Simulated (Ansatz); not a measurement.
# C2H6BFO: a ladder of functionals and wavefunction methods

Aim: compute C2H6BFO with functionals from several rungs and with coupled cluster, and see how far each lands from CCSD(T) at the basis-set limit for the atomisation energy.

Program: Ansatz 0.2.0, Gaussian basis. Level of theory: functionals in def2-TZVPP, the program's frozen cores in correlated methods. These are calculated values, not measurements.

The runs, in order: LDA (SPW92), PBE-D4, revPBE-D4, BLYP-D4, r2SCAN-D4, B97M-V, PBE0-D4, B3LYP-D4, r2SCANh-D4, r2SCAN0-D4, HSE06-D4, BHLYP-D4, CAM-B3LYP-D4, LC-ωPBE, ωB97X-V, ωB97M-V, B2PLYP, PBE-QIDH; CCSD(T)/def2-SVP; CCSD(T)/def2-TZVPP; MP2/def2-QZVPP; extrapolation to the limit; RPA on PBE.

## 1. The relaxed structure

All runs share one geometry, relaxed beforehand with PBE0-D4 in a triple-zeta def2 set.

11 atoms, charge 0, spin multiplicity 1.

Atoms are counted from 1 here; the program's logs count them from 0.

Bond lengths: B1–C2 1.551 Å, B1–H6 1.197 Å, B1–H7 1.194 Å, C2–O3 1.495 Å, C2–C4 1.502 Å, C2–H8 1.088 Å, O3–H9 0.963 Å, C4–F5 1.379 Å, C4–H10 1.096 Å, C4–H11 1.093 Å. Angles: C2–B1–H6 118.7°, C2–B1–H7 119.2°, H6–B1–H7 121.6°, B1–C2–O3 67.8°, B1–C2–C4 123.1°, B1–C2–H8 121.2°, O3–C2–C4 108.0°, O3–C2–H8 110.8°, C4–C2–H8 113.2°, C2–O3–H9 109.0°, C2–C4–F5 107.9°, C2–C4–H10 112.5°, C2–C4–H11 110.3°, F5–C4–H10 107.8°, F5–C4–H11 108.8°, H10–C4–H11 109.4°.

## 2. LDA

This LDA is Slater exchange with PW92 correlation.

The input, in.yaml:

```yaml
crystal:
  periodic: [false, false, false]
  atoms:
    - {symbol: B, position_ang: [-0.861396, -0.242442, 1.067833]}
    - {symbol: C, position_ang: [0.363312, 0.186907, 0.219166]}
    - {symbol: O, position_ang: [0.201248, -1.298971, 0.265872]}
    - {symbol: C, position_ang: [0.256213, 0.619604, -1.214879]}
    - {symbol: F, position_ang: [0.146154, 1.994462, -1.236750]}
    - {symbol: H, position_ang: [-0.727962, -0.362920, 2.251232]}
    - {symbol: H, position_ang: [-1.934708, -0.311362, 0.549527]}
    - {symbol: H, position_ang: [1.297744, 0.488083, 0.689113]}
    - {symbol: H, position_ang: [0.821160, -1.661716, 0.907016]}
    - {symbol: H, position_ang: [1.139482, 0.344870, -1.801986]}
    - {symbol: H, position_ang: [-0.635847, 0.186485, -1.675544]}
basis:
  gaussian: {orbitals: def2-TZVPP}
hamiltonian: {xc: lda}
output: {orbitals: {seedname: orbitals}}
```

Run with:

```bash
ansatz run in.yaml --threads 4 --pin off --events-out ev --progress --plain --max-ram 10444MiB
```

After this run come: PBE-D4 (GGA); revPBE-D4 (GGA); BLYP-D4 (GGA); r2SCAN-D4 (meta-GGA); B97M-V (meta-GGA); B3LYP-D4 (hybrid); r2SCANh-D4 (hybrid); r2SCAN0-D4 (hybrid); HSE06-D4 (hybrid); BHLYP-D4 (hybrid); CAM-B3LYP-D4 (range-separated); LC-ωPBE (range-separated); ωB97X-V (range-separated); ωB97M-V (range-separated); B2PLYP (double hybrid); PBE-QIDH (double hybrid); CCSD(T) in def2-SVP; CCSD(T) in def2-TZVPP; MP2 in def2-QZVPP; RPA on PBE orbitals.

**Question.** What will the summary of the whole plan be? Wanted: atomisation energy, CCSD(T)/CBS; farthest beyond LDA; mean size of error, GGA; mean size of error, meta-GGA; mean size of error, hybrid; mean size of error, range-separated; mean size of error, double hybrid; gap, smallest and largest; T1 diagnostic.

**Answer**, as computed:

```
                               quantity                                                                         value
        atomisation energy, CCSD(T)/CBS                                                                 4118.5 kJ/mol
 functionals within 20.6 kJ/mol (0.5 %)  revPBE-D4, BLYP-D4, B97M-V, B3LYP-D4, r2SCANh-D4, LC-ωPBE, ωB97X-V, PBE-QIDH
                    farthest beyond LDA                                                      BHLYP-D4 (-132.8 kJ/mol)
                mean size of error, GGA                                                                   40.8 kJ/mol
           mean size of error, meta-GGA                                                                   16.8 kJ/mol
             mean size of error, hybrid                                                                   39.8 kJ/mol
    mean size of error, range-separated                                                                   23.1 kJ/mol
      mean size of error, double hybrid                                                                   22.6 kJ/mol
              gap, smallest and largest                                     5.75 eV (LDA (SPW92)), 13.22 eV (LC-ωPBE)
                          T1 diagnostic                                                                        0.0117
triples share of the correlation energy                                                                         3.5 %
```

In words: The LDA atomisation energy is off by 669.1 kJ/mol (16 %): it overbinds. PBE-D4 is off by +114.1 kJ/mol. Double hybrids carry the basis error of their MP2 part in triple zeta, and no dispersion term here, so their miss is partly the set-up's. By mean error the best rung here is meta-GGA (16.8 kJ/mol) and the worst beyond LDA is GGA (40.8 kJ/mol). hybrid functionals lie within the reference's doubt of that worst mean (39.8 kJ/mol), so those two tie. The gap between the best rungs is small, so their order is not settled. Misses under about 20.6 kJ/mol are within the doubt on the reference itself, which lacks core-valence correlation, relativity and higher excitations. Hartree-Fock recovers 73 % of the binding; the rest is correlation. CCSD(T) in def2-SVP is off by -188.3 kJ/mol, which most functionals beat. The gap grows from 5.8 to 13.2 eV across the functionals, mostly with the share of exact exchange.
